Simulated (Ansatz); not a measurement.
**LiF (rocksalt type): from bands to localised orbitals**

Aim: build maximally localised Wannier functions for LiF (rocksalt type) from several sets of trial orbitals, and check spreads and centres, and how well the models interpolate the bands. The runs, in order: PBE, anion s p, 8×8×8; PBE, anion s p, 6×6×6; PBE, anion s p, 10×10×10; PBE, anion p, 8×8×8; PBE, cation s and anion p, disentangled, 8×8×8; r2SCAN, anion s p, 8×8×8; r2SCAN, cation s and anion p, disentangled, 8×8×8; r2SCAN, anion p, 8×8×8; HSE06, anion s p, 8×8×8; HSE06, cation s and anion p, disentangled, 8×8×8 (level, trial orbitals, Wannier mesh).

Computed with Ansatz 0.2.0 (plane waves, PAW, unless a step's input says otherwise).

1 further run of the same task is left out (it didn't finish).

## 1. The system as given

It takes space group Fm-3m (No. 225, cubic). The conventional cell has a = 3.990 Å, b = 3.990 Å, c = 3.990 Å, α = 90.00°, β = 90.00°, γ = 90.00°. Li (site symmetry m-3m) has 6 F at 1.99 Å as nearest neighbours. F (site symmetry m-3m) has 6 Li at 1.99 Å as nearest neighbours.

As a file:

```cif
data_structure
_symmetry_space_group_name_H-M 'Fm-3m'
_symmetry_Int_Tables_number 225
_cell_length_a 3.9897
_cell_length_b 3.9897
_cell_length_c 3.9897
_cell_angle_alpha 90.000
_cell_angle_beta 90.000
_cell_angle_gamma 90.000
_cell_volume 63.51
loop_
_atom_site_label
_atom_site_type_symbol
_atom_site_symmetry_multiplicity
_atom_site_Wyckoff_symbol
_atom_site_fract_x
_atom_site_fract_y
_atom_site_fract_z
_atom_site_occupancy
Li1 Li 4 a 0.00000 0.00000 0.00000 1
F1 F 4 b 0.50000 0.00000 0.00000 1
```

Cell and atoms come from an earlier r2SCAN relaxation.

## 2. PBE, anion s p, 8×8×8

Contents of input.yaml:

```yaml
crystal:
  lattice:
    - [0.0, 1.9948717406, 1.9948717406]
    - [1.9948717406, 0.0, 1.9948717406]
    - [1.9948717406, 1.9948717406, 0.0]
  atoms:
    - { symbol: Li, position: [0.0, 0.0, 0.0] }
    - { symbol: F, position: [0.5, 0.5, 0.5] }
kpoints:
  mp_grid: { grid: [8, 8, 8] }
  band_path:
    path:
      - [[0.0, 0.0, 0.0], [0.5, 4.725335503564e-34, 0.5], [0.625, 0.25, 0.625]]
      - [[0.375, 0.375, 0.75], [0.0, 0.0, 0.0], [0.5, 0.5, 0.5], [0.5, 0.25, 0.75], [0.5, 4.725335503564e-34, 0.5]]
    npoints: 10
hamiltonian:
  xc: pbe
scf:
  occupations: { method: fixed }
  n_extra_bands: 6
output:
  forces: false
  stress: false
  eigenvalues: true
  wannier:
    kmesh: [8, 8, 8]
    projections: [{ species: F, l: s, shell: 2 }, { species: F, l: p, shell: 2 }]
    minimise: true
    write_hr: true
    conv_tol: 1.0e-08
    max_iter: 3000
```

Run with:

```sh
$ ansatz run input.yaml --threads 4 --pin off --max-ram 3686MiB --backend cpu --events-out ev --progress --plain --runs-dir out
```

Further steps of the session: PBE, anion s p, 6×6×6; PBE, anion s p, 10×10×10; PBE, anion p, 8×8×8; PBE, cation s and anion p, disentangled, 8×8×8; r2SCAN, anion s p, 8×8×8; r2SCAN, cation s and anion p, disentangled, 8×8×8; r2SCAN, anion p, 8×8×8; HSE06, anion s p, 8×8×8; HSE06, cation s and anion p, disentangled, 8×8×8.

Q: Predict the results of all the runs planned. Wanted: total spread, PBE, anion s p, 8×8×8; total spread, PBE, anion s p, 6×6×6; total spread, PBE, anion s p, 10×10×10; total spread, PBE, anion p, 8×8×8; total spread, PBE, cation s and anion p, disentangled, 8×8×8; total spread, r2SCAN, anion s p, 8×8×8; total spread, r2SCAN, cation s and anion p, disentangled, 8×8×8; total spread, r2SCAN, anion p, 8×8×8; total spread, HSE06, anion s p, 8×8×8.

The runs gave:

| quantity | value |
| --- | --- |
| total spread, PBE, anion s p, 8×8×8 | 1.77 Å² over 4 functions |
| total spread, PBE, anion s p, 6×6×6 | 1.75 Å² over 4 functions |
| total spread, PBE, anion s p, 10×10×10 | 1.78 Å² over 4 functions |
| total spread, PBE, anion p, 8×8×8 | 1.72 Å² over 3 functions |
| total spread, PBE, cation s and anion p, disentangled, 8×8×8 | 2.94 Å² over 4 functions |
| total spread, r2SCAN, anion s p, 8×8×8 | 1.73 Å² over 4 functions |
| total spread, r2SCAN, cation s and anion p, disentangled, 8×8×8 | 3.97 Å² over 4 functions |
| total spread, r2SCAN, anion p, 8×8×8 | 1.68 Å² over 3 functions |
| total spread, HSE06, anion s p, 8×8×8 | 1.72 Å² over 4 functions |
| total spread, HSE06, cation s and anion p, disentangled, 8×8×8 | 3.95 Å² over 4 functions |
| centres of the first set | 0.29 Å from the nearest atom |

What this shows: With PBE, anion s p, 8×8×8 the 4 functions move off the atoms, with a mean spread of 0.44 Å²; 82 % of the total is gauge invariant. The total spread goes from 1.75 Å² on 6×6×6 to 1.78 Å² on 10×10×10: finite differences in k understate it on coarse meshes, while the largest miss of a band stays at 0.00 eV. On one set and mesh the functional gives 1.77 (PBE), 1.73 (r2SCAN), 1.72 (HSE06) Å². The disentangled models miss some band by up to 2.7 eV, which may lie outside their frozen windows.
